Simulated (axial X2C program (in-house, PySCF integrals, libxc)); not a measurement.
**TbSH⁺: Ω levels from open-shell CI on f9 s0**

Which Ω levels does TbSH⁺ have in the configuration f9 s0, and how far apart?

Program: an in-house X2C program for linear molecules on PySCF integrals. Level of theory: two-component X2C, average-of-configuration Hartree–Fock and CI in the open shells. These are calculated values, not measurements.

All values are calculated.

## (1) Set-up

task.json reads:

```json
{"zs": [65, 16, 1], "q": 1, "bas": ["dyall-v3z", "dyall-v3z", "dyall-v3z"], "r0": 2.56, "metal": 0, "shells": [[3, [0, 1, 2, 3], 9], [0, [0], 0]], "fix": 0, "emax": 2.2, "nroots": 4, "r2": 1.34}
```

Keys: zs atomic numbers; q charge; bas basis sets; r0 starting distance in Å; metal index of the metal atom; shells open shells as [l, |m| values, electrons]; fix electron count of the first shell held; emax energy window in eV; nroots roots for each Ω; r2 second bond in Å, held.

Launch:

```sh
$ python soci.py task.json out
```

Two-component X2C with atomic mean-field Coulomb and Gaunt terms, basis Tb dyall-v3z, S dyall-v3z, H dyall-v3z (cores contracted in-house). Orbitals come from Hartree–Fock averaged over the configuration Tb f9 s0; CI then distributes these electrons over the f, s shells of Tb.

## (2) CI at Tb–S–H held linear, bonds 2.491 and 1.340 Å (the second held)

Q: Predict the outcome of this session. Wanted: lowest level of the model; next level; lowest curve, Re and ωe.

**Answer**, as computed:

| quantity | value |
| --- | --- |
| lowest level of the model | Ω = 15/2, g∥ = 19.93, 100% f9 |
| next level | Ω = 13/2, 119 cm⁻¹ higher |
| lowest curve, Re and ωe | 2.501 Å, 354.0 cm⁻¹ |

In the lowest level ⟨Sz⟩ = 2.46 and ⟨Lz⟩ = 5.04; its leading determinant has weight 0.28 among 208. The 8 lowest levels are the Ω components of the Hund's-rule level 6H15/2 of f9 (free-ion gJ = 1.333), split by the axial field over 464 cm⁻¹. From 2.491 to 2.939 Å the gap from the lowest to the fifth level goes from 322 to 400 cm⁻¹. Without dynamic correlation distances can be off by several hundredths of an Å, and the wavenumbers are rough. Dynamic correlation is missing, so gaps between terms are too wide and other configurations may lie lower; the lowest level listed is that of this model, not necessarily the ground state. At most 4 roots were kept for each Ω > 0 (twice that for Ω = 0) within 2.2 eV of the lowest, so higher up levels can be missing between those listed; levels with Ω > 0 are doubly degenerate and listed once, Ω = 0 levels singly. States that fill the shells left empty in the average are placed too high. The molecule was held linear; bending was not examined. Hydrosulfides and their kin are strongly bent in nature, so this linear model does not describe the real molecule.
